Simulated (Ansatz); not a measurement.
# Ga4BiN3: the cost of one run

The runs shown are made with Ansatz 0.2.0. PAW datasets, plane waves, zero pressure. The structure was generated, not taken from experiment, and needn't be the ground state; spin polarisation is off.

## (1) The cell

This is the cell as the run starts from it, not yet at rest; its lengths are not the crystal's.

It is tetragonal, I-42m (No. 121); conventional cell a = 4.699 Å, c = 9.398 Å, 12.97 Å³ an atom. Around N lie 4 Ga at 2.03 Å; around Ga lie 3 N at 2.03 Å and 1 Bi at 2.03 Å; around Bi lie 4 Ga at 2.03 Å.

As a file:

```cif
data_structure
_symmetry_space_group_name_H-M 'P 1'
_symmetry_Int_Tables_number 1
_cell_length_a 5.7551
_cell_length_b 5.7551
_cell_length_c 5.7551
_cell_angle_alpha 131.810
_cell_angle_beta 131.810
_cell_angle_gamma 70.529
_cell_volume 103.76
loop_
_atom_site_label
_atom_site_type_symbol
_atom_site_fract_x
_atom_site_fract_y
_atom_site_fract_z
_atom_site_occupancy
N1 N 0.25000 0.75000 0.50000 1
Ga1 Ga 0.87500 0.37500 0.00000 1
N2 N 0.50000 0.50000 0.00000 1
Ga2 Ga 0.12500 0.12500 0.50000 1
N3 N 0.75000 0.25000 0.50000 1
Ga3 Ga 0.37500 0.87500 0.00000 1
Bi1 Bi 0.00000 0.00000 0.00000 1
Ga4 Ga 0.62500 0.62500 0.50000 1
```

## (2) Relaxing with PBE

Contents of input.yaml:

```yaml
crystal:
  lattice:
    - [-2.3495269205, 2.3495269205, 4.6990538409]
    - [2.3495269205, -2.3495269205, 4.6990538409]
    - [2.3495269205, 2.3495269205, -4.6990538409]
  atoms:
    - { symbol: "N", position: [0.25, 0.75, 0.5] }
    - { symbol: Ga, position: [0.875, 0.375, 0.0] }
    - { symbol: "N", position: [0.5, 0.5, 0.0] }
    - { symbol: Ga, position: [0.125, 0.125, 0.5] }
    - { symbol: "N", position: [0.75, 0.25, 0.5] }
    - { symbol: Ga, position: [0.375, 0.875, 0.0] }
    - { symbol: Bi, position: [0.0, 0.0, 0.0] }
    - { symbol: Ga, position: [0.625, 0.625, 0.5] }
kpoints:
  mp_grid: { grid: [8, 8, 8] }
hamiltonian:
  xc: pbe
scf:
  occupations: { method: fermi_dirac, width: 0.02 }
relax:
  f_tol: 0.005
  cell: {}
```

Run with:

```console
$ ansatz run input.yaml --threads 2 --pin off --max-ram 29491MiB --backend cpu --events-out ev --progress --plain --runs-dir out
```

**Question.** How long does this run take on 2 threads of AMD EPYC 7R13 (Zen 3), shared host, and how much memory does it need?

About 2.2 min, with a peak of 0.76 GiB.
